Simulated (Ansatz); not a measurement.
# CH6AlClSi: small, medium and large basis sets

An exercise on one series of results from a longer session: the logs are not shown, and one member is left open.

Program: Ansatz 0.2.0, Gaussian basis. Level of theory: one geometry, several basis sets. These are calculated values, not measurements.

Plan: PBE0-D4/def2-SVP; ωB97M-V/def2-SVP; PBE0-D4/def2-QZVPP; ωB97M-V/def2-QZVPP; the functionals' def2-TZVPP values are taken from earlier runs.

## The relaxed structure

All runs share one geometry, relaxed beforehand with PBE0-D4 in a triple-zeta def2 set.

10 atoms, charge 0, spin multiplicity 1.

Atoms are counted from 1 here; the program's logs count them from 0.

Bond lengths: Si1–Al2 2.446 Å, Si1–H5 1.493 Å, Si1–H6 1.492 Å, Si1–H7 1.491 Å, Al2–C3 1.965 Å, Al2–Cl4 2.445 Å, Al2–H8 1.585 Å, C3–Cl4 1.852 Å, C3–H9 1.087 Å, C3–H10 1.087 Å. Angles: Al2–Si1–H5 111.4°, Al2–Si1–H6 111.4°, Al2–Si1–H7 112.4°, H5–Si1–H6 107.0°, H5–Si1–H7 106.8°, H6–Si1–H7 107.5°, Si1–Al2–C3 117.4°, Si1–Al2–Cl4 108.1°, Si1–Al2–H8 125.8°, C3–Al2–Cl4 48.2°, C3–Al2–H8 116.8°, Cl4–Al2–H8 108.7°, Al2–C3–Cl4 79.6°, Al2–C3–H9 122.4°, Al2–C3–H10 122.0°, Cl4–C3–H9 105.9°, Cl4–C3–H10 105.9°, H9–C3–H10 111.5° and more.

The first run:

The input, in.yaml:

```yaml
crystal:
  periodic: [false, false, false]
  atoms:
    - {symbol: Si, position_ang: [-1.309297, 1.376663, 0.095020]}
    - {symbol: Al, position_ang: [0.498609, -0.017186, -0.784146]}
    - {symbol: C, position_ang: [1.384544, -1.244053, 0.470037]}
    - {symbol: Cl, position_ang: [0.035341, -2.338282, -0.172143]}
    - {symbol: H, position_ang: [-0.891157, 2.805777, 0.205113]}
    - {symbol: H, position_ang: [-1.722393, 0.935492, 1.458896]}
    - {symbol: H, position_ang: [-2.521939, 1.347194, -0.772309]}
    - {symbol: H, position_ang: [1.057472, 0.016297, -2.266498]}
    - {symbol: H, position_ang: [1.234827, -1.187385, 1.545007]}
    - {symbol: H, position_ang: [2.317093, -1.745718, 0.224024]}
basis:
  gaussian: {orbitals: def2-SVP}
hamiltonian: {xc: pbe0, dispersion: d4}
output: {orbitals: {seedname: orbitals}}
```

Run with:

```console
ansatz run in.yaml --threads 2 --pin off --events-out ev --progress --plain --max-ram 4352MiB
```

Steps of the session up to this table: PBE0-D4 in def2-SVP; ωB97M-V in def2-SVP; PBE0-D4 in def2-QZVPP; ωB97M-V in def2-QZVPP.

One of the session's tables, all rows but one given; the rest of the session is left out.

It belongs to the step «Functionals by basis». 

```
functional       basis  HOMO (eV)
   PBE0-D4    def2-SVP      -7.49
   PBE0-D4  def2-TZVPP      -7.47
   PBE0-D4  def2-QZVPP      -7.48
   ωB97M-V    def2-SVP      -9.47
   ωB97M-V  def2-TZVPP          ?
   ωB97M-V  def2-QZVPP      -9.49
```

Q: Estimate the row for ωB97M-V, def2-TZVPP from the others.

As computed: HOMO (eV): -9.48. In the column «HOMO (eV)» it lies between ωB97M-V, def2-QZVPP (-9.49) and ωB97M-V, def2-SVP (-9.47).
